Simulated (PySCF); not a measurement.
# C2H6ClIn: the cost of one run

Computed with PySCF 2.14.0. Level: levels as typed in each script, gas phase, geometry from GFN2-xTB.

### Step 1. The system as given

SMILES `C[In](C)Cl`, 10 atoms, charge 0, spin multiplicity 1.

Bond lengths: C1–In2 2.241 Å, C1–H5 1.089 Å, C1–H6 1.087 Å, C1–H7 1.088 Å, In2–C3 2.241 Å, In2–Cl4 2.321 Å, C3–H8 1.088 Å, C3–H9 1.089 Å, C3–H10 1.086 Å. Angles: In2–C1–H5 108.5°, In2–C1–H6 111.0°, In2–C1–H7 107.4°, H5–C1–H6 110.0°, H5–C1–H7 109.4°, H6–C1–H7 110.5°, C1–In2–C3 136.8°, C1–In2–Cl4 111.6°, C3–In2–Cl4 111.6°, In2–C3–H8 107.5°, In2–C3–H9 108.3°, In2–C3–H10 111.2°, H8–C3–H9 109.3°, H8–C3–H10 110.4°, H9–C3–H10 110.1°.

Geometry (Å):

```tsv
atom	x (Å)	y (Å)	z (Å)
C1	1.1128	2.0825	-0.0005
In2	0.2848	-0.0003	-0.0004
C3	1.1057	-2.0861	0.0000
Cl4	-2.0357	0.0031	0.0002
H5	1.0631	2.4731	1.0143
H6	2.1407	2.0937	-0.3525
H7	0.4813	2.6842	-0.6512
H8	0.5666	-2.6498	-0.7590
H9	0.9172	-2.5265	0.9774
H10	2.1712	-2.0895	-0.2117
```

### Step 2. Density, bond paths and surface potential (PBE/def2-tzvp)

input.py

```python
import numpy as np
from pyscf import gto, scf, dft
from pyscf.scf import atom_ks, atom_hf
from scipy.linalg import block_diag

def solve(mol, dm0=None, hcore=None):
    mf = (dft.UKS if mol.spin else dft.RKS)(mol, xc='pbe')
    mf.grids.level = 3
    mf = mf.density_fit(auxbasis='def2-universal-jkfit')
    mf.conv_tol, mf.max_cycle = 1e-8, 80
    if hcore is not None:
        mf.get_hcore = lambda *args: hcore
    mf.kernel(dm0)
    if not mf.converged:
        mf = mf.newton().run(mf.mo_coeff, mf.mo_occ, max_cycle=30)
    assert mf.converged, 'SCF not converged'
    return mf

mol = gto.M(atom='''
C      1.11279     2.08248    -0.00054
In     0.28482    -0.00034    -0.00037
C      1.10569    -2.08607    -0.00002
Cl    -2.03572     0.00312     0.00024
H      1.06307     2.47308     1.01426
H      2.14072     2.09372    -0.35252
H      0.48130     2.68420    -0.65119
H      0.56659    -2.64978    -0.75902
H      0.91720    -2.52648     0.97741
H      2.17122    -2.08947    -0.21165
''', basis='def2-tzvp', ecp={'In': 'def2-tzvp'}, charge=0, spin=0, verbose=4)
mf = solve(mol)
mf.analyze()
# spherically averaged free atoms, for the promolecule
atom_ks.AtomSphAverageRKS.init_guess_by_vsap = lambda self, mol=None: self.init_guess_by_minao(mol)  # core potentials
atm = atom_ks.get_atm_nrks(mol, xc='pbe')
pro = block_diag(*[(atm[a[0]][2] * atm[a[0]][3]) @ atm[a[0]][2].T for a in mol._atom])
np.savez('result.npz', e=mf.e_tot, c=mf.mo_coeff, occ=mf.mo_occ, eps=mf.mo_energy, pro=pro, dip=mf.dip_moment(verbose=0), s2=mf.spin_square()[0])
```

On the command line:

```
$ OMP_NUM_THREADS=1 python input.py
```

**Question.** How long does this run take on 1 thread of Arm Neoverse V1, shared host, and how much memory does it need?

About 38 s, with a peak of 0.63 GiB.
